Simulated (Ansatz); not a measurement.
**CH5BO2 (SMILES COBO) at wB97X/cc-pVDZ**

Aim: the vertical ionisation energy of CH5BO2 at wB97X/cc-pVDZ, from 2 runs. 

The results are computed with Ansatz 0.2.0.

70 further runs of the same task are left out: 70 set aside as unsound or not needed.

### Step 1. Starting point

CH5BO2: 9 atoms, total charge 0, spin state singlet. SMILES: `COBO`. The shape is that of a PBE0-D4/def2-TZVP optimisation. This is one conformer, not always the lowest.

Bond lengths: C1–O2 1.410 Å, O2–B3 1.356 Å, B3–O4 1.356 Å, C1–H5 1.094 Å, C1–H6 1.092 Å, C1–H7 1.092 Å, B3–H8 1.199 Å, O4–H9 0.962 Å. Some angles: C1–O2–B3 121.7°, O2–B3–O4 119.6°, O2–C1–H5 111.5°, O2–C1–H6 109.2°, O2–C1–H7 109.3°, O2–B3–H8 121.8°, O4–B3–H8 118.6°, B3–O4–H9 112.1°, H5–C1–H6 109.1°, H5–C1–H7 109.0°.

### Step 2. A single-point energy at wB97X/cc-pVDZ

The input, job.yaml:

```yaml
crystal:
  periodic: [false, false, false]
  atoms:
    - {symbol: C, position_ang: [0.281800, 0.801900, -1.057400]}
    - {symbol: O, position_ang: [-0.113500, 0.454800, 0.251000]}
    - {symbol: B, position_ang: [-0.134900, -0.834100, 0.671600]}
    - {symbol: O, position_ang: [-0.524600, -1.118500, 1.938500]}
    - {symbol: H, position_ang: [0.568100, -0.079800, -1.637600]}
    - {symbol: H, position_ang: [1.131400, 1.486400, -1.006200]}
    - {symbol: H, position_ang: [-0.544800, 1.307500, -1.561700]}
    - {symbol: H, position_ang: [0.183900, -1.738400, -0.047600]}
    - {symbol: H, position_ang: [-0.758900, -0.326300, 2.432200]}
basis:
  gaussian: {orbitals: cc-pVDZ}
hamiltonian: {xc: {name: wB97X}}
output: {orbitals: {seedname: orbitals}}
accuracy: high
```

Started as:

```sh
ansatz run job.yaml --threads 1 --pin off --max-ram 3480MiB --events-out events.jsonl --progress --plain --runs-dir runs
```

The log of the run:

```text
Warning: RAYON_NUM_THREADS=1 ignored (pool sized by the plan → 1); use --threads N
Functional definition: wB97X
  name "wB97X"
  parameter omega = 0.3/bohr
  parameter cx = 0.157706
  parameter cx1 = 0.726479
  parameter cx2 = 1.04760
  parameter cx3 = -5.70635
  parameter cx4 = 13.2794
  parameter css1 = -4.33879
  parameter css2 = 18.2308
  parameter css3 = -31.7430
  parameter css4 = 17.2901
  parameter cos1 = 2.37031
  parameter cos2 = -11.3995
  parameter cos3 = 6.58405
  parameter cos4 = -3.78132
  exchange = spin_sum(e_x_unif_sr(omega)*poly(b97_u_x, 1 - cx, cx1, cx2, cx3, cx4)) + cx*exact_x_sr(omega)
      + exact_x_lr(omega)
  correlation = spin_sum(e_c_pw_same_spin*poly(b97_u_same, 1, css1, css2, css3, css4))
      + integral(e_c_pw_opposite_spin*poly(b97_u_opposite, 1, cos1, cos2, cos3, cos4))
1902 factors; integrals over basis functions are off by at most 5.7e-9 eV
342 factors; integrals over basis functions are off by at most 2.4e-9 eV
mean field evaluation 1: about -5885.7584 eV, gradient 4.8e1 eV
mean field evaluation 2: about -5886.3529 eV, gradient 4.7e1 eV
mean field evaluation 4: about -5889.9608 eV, gradient 1.1e0 eV
mean field evaluation 8: about -5889.9613 eV, gradient 4.3e-2 eV
mean field evaluation 16: about -5889.9613 eV, gradient 3.7e-6 eV
mean field -5889.96133230 eV, -216.4520866030 hartree, gradient 9.5e-8 eV, S^2 0.000000; 0 other end points of the search recorded, 0 dependent functions left out
reference -5889.96132949 eV, -216.4520864997 hartree; 16, 16 occupied and 65, 65 virtual orbitals, 1902 factors
Total energy: -5889.96132949 eV, -216.4520864997 hartree
```

Wall time 18 s (1 thread of Arm Neoverse V2, shared host); peak memory 0.42 GiB.

### Step 3. The doublet cation

The input, input.yaml:

```yaml
crystal:
  periodic: [false, false, false]
  atoms:
    - {symbol: C, position_ang: [0.281800, 0.801900, -1.057400]}
    - {symbol: O, position_ang: [-0.113500, 0.454800, 0.251000]}
    - {symbol: B, position_ang: [-0.134900, -0.834100, 0.671600]}
    - {symbol: O, position_ang: [-0.524600, -1.118500, 1.938500]}
    - {symbol: H, position_ang: [0.568100, -0.079800, -1.637600]}
    - {symbol: H, position_ang: [1.131400, 1.486400, -1.006200]}
    - {symbol: H, position_ang: [-0.544800, 1.307500, -1.561700]}
    - {symbol: H, position_ang: [0.183900, -1.738400, -0.047600]}
    - {symbol: H, position_ang: [-0.758900, -0.326300, 2.432200]}
basis:
  gaussian:
    orbitals: cc-pVDZ
total_charge: 1
magnetization:
  spin_polarized: true
  initial_magnetization: 1
hamiltonian:
  xc: {name: wB97X}
accuracy: high
output:
  orbitals: {seedname: orbitals}
```

Started as:

```sh
ansatz run input.yaml --threads 1 --pin off --max-ram 3480MiB --events-out events.jsonl --progress --plain --runs-dir runs
```

The log of the run:

```text
Warning: RAYON_NUM_THREADS=1 ignored (pool sized by the plan → 1); use --threads N
Functional definition: wB97X
  name "wB97X"
  parameter omega = 0.3/bohr
  parameter cx = 0.157706
  parameter cx1 = 0.726479
  parameter cx2 = 1.04760
  parameter cx3 = -5.70635
  parameter cx4 = 13.2794
  parameter css1 = -4.33879
  parameter css2 = 18.2308
  parameter css3 = -31.7430
  parameter css4 = 17.2901
  parameter cos1 = 2.37031
  parameter cos2 = -11.3995
  parameter cos3 = 6.58405
  parameter cos4 = -3.78132
  exchange = spin_sum(e_x_unif_sr(omega)*poly(b97_u_x, 1 - cx, cx1, cx2, cx3, cx4)) + cx*exact_x_sr(omega)
      + exact_x_lr(omega)
  correlation = spin_sum(e_c_pw_same_spin*poly(b97_u_same, 1, css1, css2, css3, css4))
      + integral(e_c_pw_opposite_spin*poly(b97_u_opposite, 1, cos1, cos2, cos3, cos4))
1901 factors; integrals over basis functions are off by at most 5.7e-9 eV
343 factors; integrals over basis functions are off by at most 2.2e-9 eV
mean field evaluation 1: about -5869.0184 eV, gradient 5.0e1 eV
mean field evaluation 2: about -5865.5477 eV, gradient 6.1e1 eV
mean field evaluation 4: about -5878.6055 eV, gradient 4.7e0 eV
mean field evaluation 8: about -5878.8894 eV, gradient 8.5e-1 eV
mean field evaluation 16: about -5878.9110 eV, gradient 5.2e-3 eV
mean field evaluation 32: about -5878.9110 eV, gradient 5.8e-6 eV
mean field -5878.91099324 eV, -216.0459941325 hartree, gradient 6.1e-8 eV, S^2 0.766734; 2 other end points of the search recorded, 0 dependent functions left out
reference -5878.91099062 eV, -216.0459940363 hartree; 16, 15 occupied and 65, 66 virtual orbitals, 1901 factors
Total energy: -5878.91099062 eV, -216.0459940363 hartree
```

Run time: 64 s. Hardware: 1 thread of Arm Neoverse V2, shared host; peak memory 0.69 GiB.

### Step 4. What came out

At wB97X/cc-pVDZ:

| quantity | value |
| --- | --- |
| singlet CH5BO2: total energy | -216.45209 Eh |
| singlet CH5BO2: HOMO energy | -10.83 eV |
| singlet CH5BO2: LUMO energy | 3.79 eV |
| singlet CH5BO2: HOMO–LUMO gap | 14.63 eV |
| doublet cation: total energy | -216.04599 Eh |
| doublet cation: HOMO energy (highest over α and β) | -18.64 eV |
| doublet cation: LUMO energy (lowest over α and β) | -11.26 eV |
| doublet cation: ⟨S²⟩ | 0.767 |
| vertical ionisation energy (to the doublet cation) | 11.050 eV |

**Reading.** The vertical ionisation energy comes to 11.05 eV (255 kcal/mol). The negative HOMO energy of the first species, 10.83 eV, lies 0.22 eV below that difference.
